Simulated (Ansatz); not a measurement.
This was printed by a script on Ansatz's Python interface, for a geometry optimisation of C₂H₈SSi, SMILES C[SiH](C)S. What did the script look like? Level of theory: CAM-B3LYP, cc-pVDZ basis, multiplicity 1.

```csv
atom,x (Å),y (Å),z (Å)
C,-0.6279,1.0069,-1.1914
Si,-0.4442,-0.1093,0.2156
C,1.2629,-0.0959,0.8370
S,-0.8432,-2.0884,-0.4355
H,-1.7041,1.0173,-1.5907
H,-0.4591,2.0989,-0.9093
H,0.0118,0.8026,-2.0344
H,-1.3369,0.2530,1.3094
H,1.5793,0.9139,1.2546
H,1.4216,-0.7971,1.7058
H,1.9980,-0.3775,0.0898
H,-0.7812,-2.6796,0.7831
```

Output of `python run_opt.py`:
```text
step   1  E = -20917.482930 eV  largest force component 2.4236 eV/A
step   2  E = -20917.717798 eV  largest force component 1.1027 eV/A
step   3  E = -20917.732804 eV  largest force component 0.8128 eV/A
step   4  E = -20917.741405 eV  largest force component 0.4462 eV/A
step   5  E = -20917.750840 eV  largest force component 0.3425 eV/A
step   6  E = -20917.768390 eV  largest force component 0.0568 eV/A
step   7  E = -20917.768834 eV  largest force component 0.0091 eV/A
step   8  E = -20917.768882 eV  largest force component 0.0099 eV/A
converged              True
free_energy_ev         -20917.76900670403
reference_energy_ev    -20917.76900670403
n_frozen               0
n_occupied             [25, 25]
n_virtual              [79, 79]
final positions (A) and the move of each atom
C    -0.66706    1.03696   -1.21826    0.0562
Si   -0.43440   -0.11272    0.24737    0.0334
C     1.32908   -0.07406    0.89481    0.0905
S    -0.95153   -2.09588   -0.48206    0.1182
H    -1.70365    1.00778   -1.58561    0.0108
H    -0.43579    2.07406   -0.92808    0.0389
H     0.00143    0.75678   -2.04676    0.0486
H    -1.36976    0.26154    1.35360    0.0557
H     1.58831    0.93873    1.24405    0.0284
H     1.45726   -0.76579    1.74143    0.0593
H     2.04019   -0.36389    0.10647    0.0474
H    -0.77707   -2.71871    0.70704    0.0856
   atom  mulliken  lowdin
0     C    -0.193  -0.090
1    Si     0.331   0.008
2     C    -0.184  -0.097
3     S    -0.245   0.119
4     H     0.055   0.027
5     H     0.046   0.027
6     H     0.050   0.026
7     H    -0.077  -0.070
8     H     0.043   0.026
9     H     0.044   0.023
10    H     0.049   0.025
11    H     0.082  -0.025
dipole (e A): [0.2037 0.2371 0.1635]
```

One script that gives this output:

Script `run_opt.py`:
```python
'''Relax the C2H8SSi molecule.'''

import ansatz
import numpy as np
import pandas as pd

GEOMETRY = '''
C    -0.62790    1.00690   -1.19140
Si   -0.44420   -0.10930    0.21560
C     1.26290   -0.09590    0.83700
S    -0.84320   -2.08840   -0.43550
H    -1.70410    1.01730   -1.59070
H    -0.45910    2.09890   -0.90930
H     0.01180    0.80260   -2.03440
H    -1.33690    0.25300    1.30940
H     1.57930    0.91390    1.25460
H     1.42160   -0.79710    1.70580
H     1.99800   -0.37750    0.08980
H    -0.78120   -2.67960    0.78310
'''

system = ansatz.Crystal.molecule()
for line in GEOMETRY.strip().splitlines():
    symbol, *xyz = line.split()
    system = system.atom(symbol, [float(v) for v in xyz])

model = (
    system.calculation()
    .basis(gaussian='cc-pVDZ')  # the orbital basis, by name
    .functional('cam_b3lyp')
)
symbols = [site.symbol for site in system.cartesian_sites]
start = np.array([site.position_ang for site in system.cartesian_sites], dtype=float)
def progress(event):
    if event['event'] == 'relax_step':
        row = event['data']
        print(f'step {row["step"]:3d}  E = {row["lagrangian_ev"]:.6f} eV  largest force component {row["allowed_force_max_ev_ang"]:.4f} eV/A')


summary = model.relax(force_tolerance=0.01, max_steps=100).session().plan().execute(on_event=progress).report
end = np.array(summary['positions_ang'])

for key in ('converged', 'free_energy_ev', 'reference_energy_ev', 'n_frozen', 'n_occupied', 'n_virtual'):
    print(f'{key:22s} {summary[key]}')

print('final positions (A) and the move of each atom')
for symbol, xyz, old in zip(symbols, end, start):
    print(f'{symbol:2s} {xyz[0]:10.5f} {xyz[1]:10.5f} {xyz[2]:10.5f}   {np.linalg.norm(xyz - old):7.4f}')

charges = summary['charge_distribution']
table = pd.DataFrame({'atom': symbols, 'mulliken': charges['mulliken_charges_e'], 'lowdin': charges['lowdin_charges_e']})
print(table.round(3).to_string())
print('dipole (e A):', np.round(charges['dipole_moment_e_ang'], 4) + 0.0)
```

Total energies depend on the basis set; only differences at equal settings carry meaning. The end point is the stationary point reached from this start; no frequency run checks that it is a minimum, and the basis set is modest. The Löwdin charges here are taken after orthogonalising the functions within each atom; they differ from plain Löwdin charges, and their signs can be unphysical. Timing: 20 s on 1 thread of AMD EPYC 9R45 96-Core Processor (Zen 5), on a shared host, peak memory 0.4 GiB.
